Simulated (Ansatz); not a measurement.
# CsBa3 in Ansatz: convergence with k mesh

The system is CsBa3.

```xyz
4
Lattice="0.0000 5.2213 5.2213 5.2213 0.0000 5.2213 5.2213 5.2213 0.0000" Properties=species:S:1:pos:R:3 pbc="T T T"
Ba    5.1896    5.2108    5.2129
Ba    7.8441    7.9121    7.8585
Ba    2.5938    2.5988    2.6260
Cs   -0.0363    0.0061    0.0461
```

The cell comes from a database or a generator and needn't be the stable form of this composition.

The cell isn't the ideal one: atoms moved at random, drawn with an rms of 0.05 Å.

```yaml
Program: Ansatz 0.2.0
Task: convergence study
Functional: PBE
Potentials_or_basis: JTH PAW
Cutoff: "1200 eV (not typed: the program's choice for these potentials)"
k_mesh: 2 × 2 × 2
Occupations: methfessel-paxton, width 0.05 eV
Spin: no spin polarisation
```

These are the settings of the first run; the series varies k mesh, with any setting tied to it.

Hardware: 2 threads of Arm Neoverse V2 (shared host).

Problem. The values tried are 2 × 2 × 2, 3 × 3 × 3, 4 × 4 × 4, 5 × 5 × 5, 6 × 6 × 6, 7 × 7 × 7, loosest first. From which on does the largest force stay within 0.005 eV/Å of the tightest run that finished?

Solution. From 5 × 5 × 5 on.

| k mesh | energy less the tightest run, at zero smearing (meV/atom) | pressure (GPa) | largest force (eV/Å) | SCF cycles | CPU time (s) | peak memory (GiB) |
| --- | --- | --- | --- | --- | --- | --- |
| 2 × 2 × 2 | 3.68 | 0.01 | 0.144 | 8 | 16 | 1.7 |
| 3 × 3 × 3 | -16.07 | 0.25 | 0.097 | 8 | 35 | 1.7 |
| 4 × 4 × 4 | 2.34 | 0.08 | 0.096 | 8 | 80 | 2 |
| 5 × 5 × 5 | 0.03 | 0.05 | 0.091 | 8 | 140 | 2.6 |
| 6 × 6 × 6 | -1.25 | 0.08 | 0.090 | 8 | 240 | 3.5 |
| 7 × 7 × 7 | 0.00 | 0.07 | 0.086 | 8 | 390 | 4.7 |

Against the tightest run, the pressure stays within 0.1 GPa from 4 × 4 × 4 on. Not settled before the last step: the energy (to 1 meV/atom). Meshes of other sizes hit other points, so gaps and Fermi surfaces needn't settle smoothly. The tightest run that finished is the yardstick and may itself not be fully converged.

Caveat, for the tightest run too: this barium file gives pressures and gaps apart from those of other sets. Spin-orbit coupling is left out, which matters for the levels of Ba, Cs.
